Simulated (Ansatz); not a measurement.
# Cd3Te: one candidate structure

Aim: relax Cd3Te from this start, Cu3Au (L1_2) type (Pm-3m, No. 221), and see where it ends.

Program: Ansatz 0.2.0. Level of theory: DFT PBE, scalar-relativistic, plane waves, PAW. These are calculated values, not measurements.

1 further run of the same task is left out (it didn't finish).

It takes space group Pm-3m (No. 221, cubic). The conventional cell has a = 4.674 Å, b = 4.674 Å, c = 4.674 Å, α = 90.00°, β = 90.00°, γ = 90.00°. Cd (site symmetry 4/mmm) is surrounded by 8 Cd at 3.30 Å and 4 Te at 3.30 Å. Te (site symmetry m-3m) is surrounded by 12 Cd at 3.30 Å.

Coordinates:

```cif
data_structure
_symmetry_space_group_name_H-M 'Pm-3m'
_symmetry_Int_Tables_number 221
_cell_length_a 4.6739
_cell_length_b 4.6739
_cell_length_c 4.6739
_cell_angle_alpha 90.000
_cell_angle_beta 90.000
_cell_angle_gamma 90.000
_cell_volume 102.10
loop_
_atom_site_label
_atom_site_type_symbol
_atom_site_symmetry_multiplicity
_atom_site_Wyckoff_symbol
_atom_site_fract_x
_atom_site_fract_y
_atom_site_fract_z
_atom_site_occupancy
Cd1 Cd 3 c 0.00000 0.50000 0.50000 1
Te1 Te 1 a 0.00000 0.00000 0.00000 1
```

The structure above is the start of the run; the results belong to its end.

Formation energies count from the elements, computed with the same settings in runs not shown here.

| quantity | value |
| --- | --- |
| cell | a = 4.694 Å, b = 4.694 Å, c = 4.694 Å, α = 90.00°, β = 90.00°, γ = 90.00° |
| space group | Pm-3m (No. 221) |
| volume | 25.86 Å³/atom |
| gap on the mesh | none (metal) |
| formation energy from the elements | +0.068 eV/atom |

In words: The space group stayed Pm-3m, and from the first guess the volume went from 25.53 to 25.86 Å³/atom. The formation energy of +0.07 eV/atom is positive, so the elements lie lower than this structure; another structure of the compound can lie lower. Spin-orbit coupling is left out for Te.

Q: Write the input and the launch command of the relaxation that these results rest on.

The input that was run (others would do too):

The input, input.yaml:

```yaml
crystal:
  lattice:
    - [4.6739249023, 0.0, 0.0]
    - [0.0, 4.6739249023, 0.0]
    - [0.0, 0.0, 4.6739249023]
  atoms:
    - { symbol: Cd, position: [0.0, 0.5, 0.5] }
    - { symbol: Cd, position: [0.5, 0.0, 0.5] }
    - { symbol: Cd, position: [0.5, 0.5, 0.0] }
    - { symbol: Te, position: [0.0, 0.0, 0.0] }
basis:
  ecutwfc: 420
kpoints:
  mp_grid: { grid: [10, 10, 10] }
hamiltonian:
  xc: pbe
scf:
  occupations: { method: gaussian, width: 0.1 }
output:
  forces: true
  stress: true
  eigenvalues: true
relax:
  adjacent_minimum: "off"
  f_tol: 0.01
  max_steps: 80
  cell: { stress_tol: 0.05 }
```

Started as:

```
> ansatz run input.yaml --threads 1 --pin off --max-ram 2560MiB --backend cpu --events-out ev --progress --plain --runs-dir out
```
